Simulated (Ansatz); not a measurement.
# La3F: the cost of one run

Computed with Ansatz 0.2.0 (DFT PBE, scalar-relativistic, plane waves, PAW, unless a step's input says otherwise).

2 further runs of the same task are left out: 1 that didn't finish, 1 set aside as unsound or not needed. Runs told in other sessions of the task aren't counted.

### 1 The starting structure

The structure is cubic, space group Pm-3m (No. 221). Conventional cell: a = 5.185 Å, b = 5.185 Å, c = 5.185 Å, α = 90.00°, β = 90.00°, γ = 90.00°. La (site symmetry 4/mmm) is surrounded by 8 La at 3.67 Å and 4 F at 3.67 Å. F (site symmetry m-3m) has 12 La at 3.67 Å in its first shell of neighbours.

As a file:

```cif
data_structure
_symmetry_space_group_name_H-M 'Pm-3m'
_symmetry_Int_Tables_number 221
_cell_length_a 5.1846
_cell_length_b 5.1846
_cell_length_c 5.1846
_cell_angle_alpha 90.000
_cell_angle_beta 90.000
_cell_angle_gamma 90.000
_cell_volume 139.36
loop_
_atom_site_label
_atom_site_type_symbol
_atom_site_symmetry_multiplicity
_atom_site_Wyckoff_symbol
_atom_site_fract_x
_atom_site_fract_y
_atom_site_fract_z
_atom_site_occupancy
La1 La 3 c 0.00000 0.50000 0.50000 1
F1 F 1 a 0.00000 0.00000 0.00000 1
```

A structure generator made this guess: species swapped into a database cell of Pm3Ge (Pm-3m, No. 221), with La on the Pm sites and F on the Ge sites. Lengths come from tabulated atomic sizes and are only a guess.

### 2 A first look at the guess

Input file input.yaml:

```yaml
crystal:
  lattice:
    - [5.18461494, 0.0, 0.0]
    - [0.0, 5.18461494, 0.0]
    - [0.0, 0.0, 5.18461494]
  atoms:
    - { symbol: La, position: [0.0, 0.5, 0.5] }
    - { symbol: La, position: [0.5, 0.0, 0.5] }
    - { symbol: La, position: [0.5, 0.5, 0.0] }
    - { symbol: F, position: [0.0, 0.0, 0.0] }
basis:
  ecutwfc: 420
kpoints:
  mp_grid: { grid: [4, 4, 4] }
hamiltonian:
  xc: pbe
scf:
  occupations: { method: gaussian, width: 0.1 }
  lower_state_search: "off"
output:
  forces: true
  stress: true
  eigenvalues: true
```

On the command line:

```
> ansatz run input.yaml --threads 1 --pin off --max-ram 2560MiB --backend cpu --events-out ev --progress --plain --runs-dir out
```

**Question.** How long does this run take on 1 thread of AMD EPYC (Zen 3), shared host, and how much memory does it need?

About 5.3 s, with a peak of 0.39 GiB.
